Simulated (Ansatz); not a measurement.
# CH₄ClFGeO: one species, many methods

An exercise on one series of results from a longer session: the logs are not shown, and one member is left open.

Method: functionals in def2-TZVPP, the program's frozen cores in correlated methods; program: Ansatz 0.2.0, Gaussian basis.

Plan: PBE-D4, r2SCAN-D4, PBE0-D4, B3LYP-D4, ωB97X-V, ωB97M-V, B2PLYP; CCSD(T)/def2-TZVPP; MP2/def2-QZVPP; extrapolation to the limit.

### The geometry

An earlier PBE0-D4 in a triple-zeta def2 set relaxation fixed the geometry.

9 atoms, charge 0, spin multiplicity 1.

Atoms are counted from 1 here; the program's logs count them from 0.

Bond lengths: O1–Ge2 1.758 Å, O1–H6 0.960 Å, Ge2–F3 1.743 Å, Ge2–C4 1.953 Å, Ge2–H7 1.525 Å, C4–Cl5 1.778 Å, C4–H8 1.089 Å, C4–H9 1.089 Å. Angles: Ge2–O1–H6 114.0°, O1–Ge2–F3 107.5°, O1–Ge2–C4 112.9°, O1–Ge2–H7 106.9°, F3–Ge2–C4 103.8°, F3–Ge2–H7 109.0°, C4–Ge2–H7 116.3°, Ge2–C4–Cl5 109.7°, Ge2–C4–H8 110.5°, Ge2–C4–H9 110.9°, Cl5–C4–H8 108.4°, Cl5–C4–H9 108.5°, H8–C4–H9 108.8°.

As a file:

```tsv
atom	x (Å)	y (Å)	z (Å)
O1	1.05964	1.66402	0.25633
Ge2	0.84289	-0.05302	-0.05032
F3	1.42466	-0.91316	1.34945
C4	-1.03618	-0.57392	-0.16808
Cl5	-1.75495	0.10244	-1.64731
H6	0.56060	1.99292	1.00767
H7	1.71840	-0.40365	-1.24889
H8	-1.12895	-1.65866	-0.20486
H9	-1.59760	-0.20317	0.68880
```

Set-up of the first run:

Input file in.yaml:

```yaml
crystal:
  periodic: [false, false, false]
  atoms:
    - {symbol: O, position_ang: [1.059642, 1.664015, 0.256328]}
    - {symbol: Ge, position_ang: [0.842888, -0.053018, -0.050322]}
    - {symbol: F, position_ang: [1.424658, -0.913161, 1.349445]}
    - {symbol: C, position_ang: [-1.036180, -0.573920, -0.168081]}
    - {symbol: Cl, position_ang: [-1.754952, 0.102436, -1.647306]}
    - {symbol: H, position_ang: [0.560596, 1.992921, 1.007672]}
    - {symbol: H, position_ang: [1.718397, -0.403648, -1.248885]}
    - {symbol: H, position_ang: [-1.128951, -1.658661, -0.204856]}
    - {symbol: H, position_ang: [-1.597597, -0.203165, 0.688804]}
basis:
  gaussian: {orbitals: def2-TZVPP}
hamiltonian: {xc: pbe, dispersion: d4}
output: {forces: true, orbitals: {seedname: orbitals}}
```

Run with:

```sh
$ ansatz run in.yaml --threads 4 --pin off --events-out ev --progress --plain --max-ram 10444MiB
```

Among the steps run: PBE-D4 (GGA); r2SCAN-D4 (meta-GGA); PBE0-D4 (hybrid); B3LYP-D4 (hybrid); ωB97X-V (range-separated); ωB97M-V (range-separated); B2PLYP (double hybrid); CCSD(T) in def2-TZVPP; MP2 in def2-QZVPP.

One of the session's tables, all rows but one given; the rest of the session is left out.

| method | atomisation energy (eV) |
| --- | --- |
| PBE-D4 | 32.727 |
| r2SCAN-D4 | 32.245 |
| PBE0-D4 | ? |
| B3LYP-D4 | 31.808 |
| ωB97X-V | 32.280 |
| ωB97M-V | 32.118 |
| B2PLYP | 31.700 |
| HF/def2-TZVPP | 22.534 |
| MP2/def2-TZVPP | 32.341 |
| CCSD/def2-TZVPP | 30.903 |
| CCSD(T)/def2-TZVPP | 31.485 |
| MP2/CBS | 33.196 |
| CCSD(T)/CBS | 32.340 |

Q: Estimate the row for PBE0-D4 from the others.

**Answer.** atomisation energy (eV): 31.947. In the column «atomisation energy (eV)» it lies between B3LYP-D4 (31.808) and ωB97M-V (32.118).

Among the levels timed on like hardware and quicker than the yardstick, those that no quicker one beats, quickest first: PBE-D4 (2.2 s, +0.387 eV); r2SCAN-D4 (4.7 s, -0.095 eV); ωB97X-V (7.5 s, -0.060 eV).

B2PLYP carry no dispersion term (for B3LYP, D4 adds 0.318 eV).
